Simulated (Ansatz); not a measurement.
**GaH₄+ (triplet): wave-function methods side by side at scale of all distances = 0.892, cc-pVDZ**

How much of the correlation energy of GaH₄+ (triplet) does each wave-function method recover here?

Program: Ansatz 0.2.0, Gaussian basis. Level of theory: cc-pVDZ, core rule «outside noble gas», up to 14 orbitals frozen. These are calculated values, not measurements.

To be run: UHF; CCSD(T) on ROHF; CCSD(T) on UHF; BCCD(T) on ROHF; CISD; CCSDT(Q) on ROHF; CCSDT(Q) on UHF; CASSCF and MRCISD+Q, 4 electrons in 4 orbitals; CASSCF and NEVPT2, 4 electrons in 4 orbitals; CASSCF and MRCISD+Q, 6 electrons in 8 orbitals; CASSCF and NEVPT2, 6 electrons in 8 orbitals; Full CI.

20 further runs of the same task are left out: 3 for a known fault of the program, 16 that didn't finish, 1 set aside as unsound or not needed.

### Step 1. The geometry

The geometry derives from a PBE0/def2-TZVP stationary point (not a proven minimum). All distances are scaled together. No spin-orbit coupling is included. The filled d shell of Ga may be among the frozen orbitals whatever the setting's name suggests; the logs give the count.

5 atoms, charge 1, spin multiplicity 3.

Atoms are counted from 1 here; the program's logs count them from 0.

Bond lengths: Ga1–H2 1.466 Å, Ga1–H3 1.466 Å, Ga1–H4 1.466 Å, Ga1–H5 1.466 Å. Angles: H2–Ga1–H3 69.0°, H2–Ga1–H4 132.8°, H2–Ga1–H5 132.8°, H3–Ga1–H4 132.8°, H3–Ga1–H5 132.8°, H4–Ga1–H5 69.0°.

### Step 2. UHF

The input, in.yaml:

```yaml
crystal:
  periodic: [false, false, false]
  atoms:
    - {symbol: Ga, position_ang: [0.000000, 0.000000, 0.000000]}
    - {symbol: H, position_ang: [0.582034, 0.592382, 1.207651]}
    - {symbol: H, position_ang: [-0.590963, -0.583452, 1.207662]}
    - {symbol: H, position_ang: [-0.583444, 0.582026, -1.211998]}
    - {symbol: H, position_ang: [0.592374, -0.590955, -1.203315]}
basis:
  gaussian: {orbitals: cc-pVDZ}
total_charge: 1
magnetization: {spin_polarized: true, initial_magnetization: 2}
hamiltonian: {xc: hf}
output: {orbitals: {seedname: orbitals}}
```

Run with:

```bash
$ ansatz run in.yaml --threads 1 --pin off --events-out ev --progress --plain --max-ram 2393MiB
```

Further steps of the session: CCSD(T) on ROHF; CCSD(T) on UHF; BCCD(T) on ROHF; CISD; CCSDT(Q) on ROHF; CCSDT(Q) on UHF; CASSCF and MRCISD+Q, 4 electrons in 4 orbitals; CASSCF and NEVPT2, 4 electrons in 4 orbitals; CASSCF and MRCISD+Q, 6 electrons in 8 orbitals; CASSCF and NEVPT2, 6 electrons in 8 orbitals; Full CI.

Q: Predict the results of all the runs planned. Wanted: FCI below the RHF energy; RMP2 from FCI; UMP2 from FCI; RCCSD from FCI; RCCSD(T) from FCI; UCCSD(T) from FCI; RCCSDT(Q) from FCI; UCCSDT(Q) from FCI; NEVPT2 pair from FCI.

**Answer**, as computed:

| quantity | value |
| --- | --- |
| FCI below the RHF energy | -2.7739 eV |
| RMP2 from FCI | +670.9 meV |
| UMP2 from FCI | +692.9 meV |
| RCCSD from FCI | +60.4 meV |
| RCCSD(T) from FCI | +16.5 meV |
| UCCSD(T) from FCI | +6.5 meV |
| RCCSDT(Q) from FCI | +1.0 meV |
| UCCSDT(Q) from FCI | -8.9 meV |
| NEVPT2 pair from FCI | +625.5 meV |
| MRCISD+Q pair from FCI | -23.6 meV |
| NEVPT2 valence from FCI | +370.2 meV |
| levels within 1 kcal/mol (43 meV) | RCCSD(T), UCCSD(T), BCCD(T), RCCSDT, UCCSDT, RCCSDT(Q), UCCSDT(Q), MRCISD+Q pair, MRCISD valence, MRCISD+Q valence |
| T1 diagnostic | 0.023 |
| effectively unpaired electrons | 2.02 |

What this shows: RCCSD(T) misses by +16.5 meV, 0.6 % of the correlation energy. UCCSDT, UCCSDT(Q), MRCISD+Q pair, MRCISD+Q valence fall below full CI: unrestricted runs freeze a spin-polarised core, another one than full CI's, and coupled cluster isn't variational. One determinant dominates. Of the multireference levels listed MRCISD+Q valence comes nearest in total energy (-8.0 meV), which doesn't show that its space is the better one. These misses are within one basis, not against nature; the frozen cores of restricted and unrestricted runs differ, which can shift their rows.
